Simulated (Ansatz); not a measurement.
# PtSe2 (Sudovikovite): the cost of one run

Program: Ansatz 0.2.0. Level of theory: DFT, r2SCAN, PAW with Ansatz's default frozen-core files, scalar-relativistic. These are calculated values, not measurements.

The COD entry's cell or inner coordinates are ideal or old and differ from later refinements, so a difference from it is no clean test against experiment.

### Step 1. The structure to begin with

It takes space group P-3m1 (No. 164, trigonal). The conventional cell has a = 3.724 Å, b = 3.724 Å, c = 5.062 Å, α = 90.00°, β = 90.00°, γ = 120.00°. Pt (site symmetry -3m) is surrounded by 6 Se at 2.49 Å. Se (site symmetry 3m) is surrounded by 3 Pt at 2.49 Å.

Coordinates:

```xyz
3
Lattice="3.7240 0.0000 0.0000 -1.8620 3.2251 0.0000 0.0000 0.0000 5.0620" Properties=species:S:1:pos:R:3 pbc="T T T"
Pt    0.0000    0.0000    0.0000
Se    0.0000    2.1501    1.2655
Se    1.8620    1.0750    3.7965
```

Whether this phase is the stable one at these pressures isn't tested.

Atoms are numbered in the order of the input: Pt1, Se2, Se3.

### Step 2. Shape and atoms relaxed at the given volume, PAW

Contents of input.yaml:

```yaml
crystal:
  lattice:
    - [3.724, 0.0, 0.0]
    - [-1.862, 3.2250786037, 0.0]
    - [0.0, 0.0, 5.062]
  atoms:
    - { symbol: Pt, position: [0.0, 0.0, 0.0] }
    - { symbol: Se, position: [0.3333333333, 0.6666666667, 0.25] }
    - { symbol: Se, position: [0.6666666667, 0.3333333333, 0.75] }
kpoints:
  mp_grid: { grid: [11, 11, 7] }
scf:
  occupations: { method: fermi_dirac, width: 0.05 }
hamiltonian:
  xc: r2scan
  pseudopotentials: { kind: paw }
output:
  forces: true
  stress: true
relax:
  f_tol: 0.01
  max_steps: 30
  cell: { stress_tol: 0.05, fix: [volume] }
```

On the command line:

```
$ ansatz run input.yaml --threads 1 --pin off --max-ram 3072MiB --backend cpu --events-out ev --progress --plain --runs-dir out
```

What time and memory should one allow on 1 thread of Arm Neoverse V1, shared host?

About 1.9 min, with a peak of 0.61 GiB.
